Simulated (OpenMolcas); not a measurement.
# Er²⁺ among point charges: CASSCF levels and susceptibility

Aim: the splitting of the states of Er²⁺ in the field of 6 point charges, its lowest levels with spin-orbit coupling and its magnetic susceptibility.

The numbers are computed with OpenMolcas 26.06 (state-averaged CASSCF, spin-orbit coupling by RASSI with atomic mean-field integrals), except any that are marked as measured or tabulated.

## 1. What is computed

```
Species                           : Er²⁺ (erbium, Z = 68, 66 electrons)
Basis                             : ANO-RCC-VTZP [8s7p5d3f2g1h], 104 functions
Scalar Hamiltonian                : DKH2, point nucleus
Inactive shells                   : 1s 2s 2p 3s 3p 3d 4s 4p 4d 5s 5p
Active space                      : 12 electrons in 7 orbitals (4f)
Some configurations of this space : 4f12
Orbitals                          : optimised for the highest spin of each parity, averaged over all roots
```

Outer shells as boxes (Hund's rule):

4f12
```
4f [↑↓][↑↓][↑↓][↑↓][↑↓][↑ ][↑ ]
```

The ion sits among 6 point charges of -1.5 e arranged as a trigonal prism (D3h), 2.49 Å from the ion, with a polar angle of 49.6° against the regular 49.1°.

The work runs as a chain of OpenMolcas steps in one folder; each step below is one input file. Labels, J, g values, rates, χT and fits are worked out afterwards by a script from the matrices that RASSI stores.

## 2. One- and two-electron integrals

File a.inp:

```
&GATEWAY
Coord
1

Er 0.0 0.0 0.0
Basis=ANO-RCC-VTZP
Group=NoSym
NoMove
AngMom=0.0 0.0 0.0
AMFI
XField
6 Angstrom 0
1.895977 0.000000 1.614116 -1.500000
-0.947988 1.641964 1.614116 -1.500000
-0.947988 -1.641964 1.614116 -1.500000
1.895977 0.000000 -1.614116 -1.500000
-0.947988 1.641964 -1.614116 -1.500000
-0.947988 -1.641964 -1.614116 -1.500000
&SEWARD
```

## 3. Reference wave functions, triplets, 21 roots

File a.inp:

```
&RASSCF
FileOrb=start.orb
Symmetry=1
Spin=3
nActEl=12 0 0
Inactive=27
Ras2=7
CIRoot=21 21 1
SDav=21
CIMx=300
Iter=120 100
PrWF=0.3
OrbListing=Nothing
MaxOrb=0
>>> COPY $Project.JobIph JOB001
```

start.orb holds the contracted functions of the basis, ordered by shell, or the orbitals of the step before.

## 4. CASSCF: singlets, 28 roots

File a.inp:

```
&RASSCF
FileOrb=start.orb
Symmetry=1
Spin=1
nActEl=12 0 0
Inactive=27
Ras2=7
CIRoot=28 28 1
SDav=28
CIMx=300
Iter=120 100
PrWF=0.3
OrbListing=Nothing
MaxOrb=0
CIOnly
>>> COPY $Project.JobIph JOB002
```

## 5. RASSI: spin-orbit coupling between the states

File a.inp:

```
&RASSI
NrOfJobIphs=2 21 27
1 2 3 4 5 6 7 8 9 10 11 12 13 14 15 16 17 18 19 20 21
1 2 3 4 5 6 7 8 9 10 11 12 13 14 15 16 17 18 19 20 21 22 23 24 25 26 27
IphNames
JOB001
JOB002
EJob
SpinOrbit
DIPRint=1.0
SOCoupling=1000.0
Subsets=2
Property=9
'ANGMOM' 1 'ANGMOM' 2 'ANGMOM' 3 'MLTPL  1' 1 'MLTPL  1' 2 'MLTPL  1' 3
'AMFI' 1 'AMFI' 2 'AMFI' 3
SOProperty=3
'ANGMOM' 1 'ANGMOM' 2 'ANGMOM' 3
```

Q: Predict the outcome of this session. Wanted: spin-free ground state; first state of the same spin within the active space; lowest level; next level.

The runs gave:

| quantity | value |
| --- | --- |
| method | CASSCF |
| spin-free ground state | 3A2, 1-fold in its orbital part |
| first state of the same spin within the active space | 3E at 71.9 cm⁻¹ |
| lowest level | 1-fold A1 |
| next level | 47.9 cm⁻¹ |
| χT at 300 K | 6.93 cm³ K/mol |
| effective moment at 300 K | 7.45 μB |

**Reading.** The spin-free ground state (3A2) comes to 100 % from free-ion H terms and keeps the highest spin of the shell. The singlets rest on orbitals optimised for another spin in at least one step, which raises them against the optimised states. Not all states of the active space went into the spin-orbit step. Point charges carry no covalency, so the field is a model and not that of real ligands.
